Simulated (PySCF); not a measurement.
# Ge2H7P: the cost of one run

The runs use PySCF 2.14.0, with density-fitted response routines of our own; the level of theory stands in each step. All values are computed, except where a source is named. Atoms are numbered from 0 throughout.

## Step 1: The molecule as given

10 atoms, charge 0, multiplicity 1; geometry from: GFN2-xTB. The atoms were then displaced at random by about 0.01 Å, so the start is not that level's minimum.

Bonds of the start (Å): P0–Ge1 2.29, Ge1–Ge2 2.38, P0–H3 1.37, P0–H4 1.37, Ge1–H5 1.52, Ge1–H6 1.52, Ge2–H7 1.50, Ge2–H8 1.52, Ge2–H9 1.52.

## Step 2: Relaxing the molecule at PBE0-D3(BJ)/def2-SVP

The job: settings as JSON, then the geometry in Å.

```
{"job": {"xc": "PBE0", "basis": "def2-SVP", "d3": "d3bj", "grid": 1, "shake": 0.01, "kind": "geom"}, "charge": 0, "multiplicity": 1}
P     -2.412760    -0.107970    -0.261650
Ge    -0.362720     0.899720    -0.358180
Ge     1.529050    -0.415120     0.255550
H     -1.918300    -1.302260    -0.719700
H     -2.272830    -0.457950     1.052280
H     -0.163110     1.460720    -1.755570
H     -0.392610     2.165050     0.480520
H      1.958810    -1.401130    -0.794770
H      1.300230    -1.236250     1.513040
H      2.784690     0.374260     0.567430
```

Run with:

```console
> OMP_NUM_THREADS=1 python probes_run.py task.json out
```

One launch serves the whole session: the jobs run in the order shown.

Q: Estimate the wall time and peak memory of this first job on 1 thread of Arm Neoverse V1, shared host.

About 67 s, with a peak of 0.5 GiB.
